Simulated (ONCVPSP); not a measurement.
# Te: the cost of one run

The numbers are computed with ONCVPSP 4.0.1.1 (patched build) (PBE, scalar-relativistic, spin-unpolarised reference atom).

## 1. The design

Typed settings, in words:

```json
{
  "element": "tellurium (Te, Z = 52)",
  "type": "optimised norm-conserving Vanderbilt (ONCV)",
  "frozen core": "[Ar] 3d10",
  "valence charge": "24",
  "reference configuration": "4s2 4p6 4d10 5s2 5p4",
  "partial waves": "4s+5s: rc 1.10 bohr, ncon 4, nbas 8, qcut 8.6 1/bohr, 3 projectors, debl 2.3 Ha; 4p+5p: rc 1.30 bohr, ncon 4, nbas 8, qcut 11.9 1/bohr, 2 projectors; 4d: rc 1.05 bohr, ncon 3, nbas 7, qcut 8.7 1/bohr, 2 projectors, debl 1.9 Ha",
  "local potential": "polynomial inside 1.00 bohr (lpopt 1, dvloc0 4 Ha)",
  "core correction": "polynomial model core, fcfact 0.4"
}
```

The outer shells as boxes (Hund's rule for the drawing; the calculation is spin-unpolarised):

```
[Ar] core
3d [↑↓][↑↓][↑↓][↑↓][↑↓]
4s [↑↓]
4p [↑↓][↑↓][↑↓]
4d [↑↓][↑↓][↑↓][↑↓][↑↓]
5s [↑↓]
5p [↑↓][↑ ][↑ ]
```

The nodes and maxima of the atom's own shells, from an earlier all-electron run, set the scale for the radii.

All-electron outer shells of the reference configuration (PBE, scalar-relativistic, ld1.x):

| shell | level (eV) | outermost node (bohr) | outermost maximum (bohr) |
| --- | --- | --- | --- |
| 3p | -803.91 | 0.13 | 0.29 |
| 3d | -560.05 | – | 0.24 |
| 4s | -164.39 | 0.38 | 0.70 |
| 4p | -114.41 | 0.38 | 0.74 |
| 4d | -41.65 | 0.36 | 0.81 |
| 5s | -15.11 | 0.91 | 1.80 |
| 5p | -5.95 | 1.00 | 2.17 |

## 2. The generation run

Input file Te.dat:

```
# ATOM AND REFERENCE CONFIGURATION
# atsym  z   nc   nv     iexc    psfile
  Te 52.00    6    5        4      upf
#
#   n    l    f
    1    0    2.00
    2    0    2.00
    2    1    6.00
    3    0    2.00
    3    1    6.00
    3    2   10.00
    4    0    2.00
    4    1    6.00
    4    2   10.00
    5    0    2.00
    5    1    4.00
#
# PSEUDOPOTENTIAL AND OPTIMIZATION
# lmax
    2
#
#   l,   rc,      ep,       ncon, nbas, qcut
    0    1.10    0.00    4    8    8.60
    1    1.30    0.00    4    8   11.90
    2    1.05    0.00    3    7    8.70
#
# LOCAL POTENTIAL
# lloc, lpopt,  rc(5),   dvloc0
    4    1    1.00    4.00
#
# VANDERBILT-KLEINMAN-BYLANDER PROJECTORs
# l, nproj, debl
    0    3    2.30
    1    2    2.20
    2    2    1.90
#
# MODEL CORE CHARGE
# icmod, fcfact, rcfact
    1    0.40    0.00
#
# LOG DERIVATIVE ANALYSIS
# epsh1, epsh2, depsh
   -8.00    5.00    0.04
#
# OUTPUT GRID
# rlmax, drl
    6.00    0.01
#
# TEST CONFIGURATIONS
# ncnf
    4
# nvcnf
#   n    l    f
    5
    4    0    2.00
    4    1    6.00
    4    2   10.00
    5    0    2.00
    5    1    3.00
#
    5
    4    0    2.00
    4    1    6.00
    4    2   10.00
    5    0    2.00
    5    1    2.00
#
    5
    4    0    2.00
    4    1    6.00
    4    2   10.00
    5    0    2.00
    5    1    1.00
#
    5
    4    0    1.00
    4    1    6.00
    4    2   10.00
    5    0    2.00
    5    1    4.00
#
```

Command:

```console
$ oncvpsp.x < Te.dat > Te.out
```

**Question.** How long does this run take on 1 thread of Neoverse-N1, shared host?

About 6.7 s.
